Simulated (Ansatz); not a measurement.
# C3H9OSn radical: basis-set convergence

The task here is to estimate one member of a computed series from the others.

Program: Ansatz 0.2.0, Gaussian basis. Level of theory: one geometry, several basis sets. These are calculated values, not measurements.

The runs, in order: PBE0-D4/def2-SVP; ωB97M-V/def2-SVP; PBE0-D4/def2-QZVPP; ωB97M-V/def2-QZVPP; the functionals' def2-TZVPP values are taken from earlier runs.

## The relaxed structure

The geometry comes from an earlier relaxation with PBE0-D4 in a triple-zeta def2 set; it is a stationary point, not always the lowest conformer. Sn takes the def2 core potential; no spin-orbit term is included.

SMILES `[CH2][Sn]([CH3])([CH3])[OH]`, 14 atoms, charge 0, spin multiplicity 2.

Atoms are counted from 1 here; the program's logs count them from 0.

Bond lengths: C1–Sn2 2.113 Å, C1–H6 1.086 Å, C1–H7 1.086 Å, Sn2–C3 2.129 Å, Sn2–C4 2.136 Å, Sn2–O5 1.983 Å, C3–H8 1.090 Å, C3–H9 1.090 Å, C3–H10 1.090 Å, C4–H11 1.091 Å, C4–H12 1.091 Å, C4–H13 1.090 Å, O5–H14 0.959 Å. Angles: Sn2–C1–H6 122.4°, Sn2–C1–H7 122.7°, H6–C1–H7 114.9°, C1–Sn2–C3 113.6°, C1–Sn2–C4 110.8°, C1–Sn2–O5 107.3°, C3–Sn2–C4 114.5°, C3–Sn2–O5 102.2°, C4–Sn2–O5 107.8°, Sn2–C3–H8 109.5°, Sn2–C3–H9 109.2°, Sn2–C3–H10 110.8°, H8–C3–H9 108.9°, H8–C3–H10 109.2°, H9–C3–H10 109.2°, Sn2–C4–H11 110.6°, Sn2–C4–H12 109.9°, Sn2–C4–H13 109.6° and more.

Geometry (Å):

```xyz
14
C3H9OSn
C    -1.1749    1.7898   -0.1937
Sn    0.0574    0.0740   -0.1993
C     1.7676    0.2498    1.0565
C    -1.1006   -1.6913    0.1250
O     0.8740   -0.0592   -2.0014
H    -0.7777    2.7919   -0.3271
H    -2.2528    1.7375   -0.0716
H     2.2784    1.1893    0.8452
H     2.4488   -0.5767    0.8520
H     1.4806    0.2265    2.1082
H    -1.5043   -1.7042    1.1386
H    -1.9275   -1.7290   -0.5849
H    -0.4728   -2.5711   -0.0184
H     0.2908    0.2434   -2.7002
```

The first run:

File in.yaml:

```yaml
crystal:
  periodic: [false, false, false]
  atoms:
    - {symbol: C, position_ang: [-1.174884, 1.789849, -0.193713]}
    - {symbol: Sn, position_ang: [0.057444, 0.073982, -0.199290]}
    - {symbol: C, position_ang: [1.767627, 0.249812, 1.056467]}
    - {symbol: C, position_ang: [-1.100583, -1.691329, 0.125018]}
    - {symbol: O, position_ang: [0.873994, -0.059224, -2.001379]}
    - {symbol: H, position_ang: [-0.777737, 2.791882, -0.327061]}
    - {symbol: H, position_ang: [-2.252838, 1.737500, -0.071571]}
    - {symbol: H, position_ang: [2.278426, 1.189327, 0.845195]}
    - {symbol: H, position_ang: [2.448802, -0.576656, 0.851987]}
    - {symbol: H, position_ang: [1.480649, 0.226473, 2.108202]}
    - {symbol: H, position_ang: [-1.504260, -1.704244, 1.138617]}
    - {symbol: H, position_ang: [-1.927537, -1.729009, -0.584904]}
    - {symbol: H, position_ang: [-0.472766, -2.571077, -0.018417]}
    - {symbol: H, position_ang: [0.290765, 0.243413, -2.700249]}
basis:
  gaussian: {orbitals: def2-SVP}
magnetization: {spin_polarized: true, initial_magnetization: 1}
hamiltonian: {xc: pbe0, dispersion: d4}
output: {orbitals: {seedname: orbitals}}
```

Among the steps run: PBE0-D4 in def2-SVP; ωB97M-V in def2-SVP; PBE0-D4 in def2-QZVPP; ωB97M-V in def2-QZVPP.

One of the session's tables, all rows but one given; the rest of the session is left out.

It belongs to the step «Density functionals: the series». 

```
functional       basis  HOMO (eV)  LUMO (eV)
   PBE0-D4    def2-SVP          ?          ?
   PBE0-D4  def2-TZVPP      -6.92      -2.23
   PBE0-D4  def2-QZVPP      -6.94      -2.28
   ωB97M-V    def2-SVP      -8.87      -0.14
   ωB97M-V  def2-TZVPP      -8.97      -0.53
   ωB97M-V  def2-QZVPP      -8.99      -0.62
```

Estimate the missing values for PBE0-D4, def2-SVP.

The run gave: HOMO (eV): -6.83; LUMO (eV): -2.01. In the column «HOMO (eV)» it is the highest.
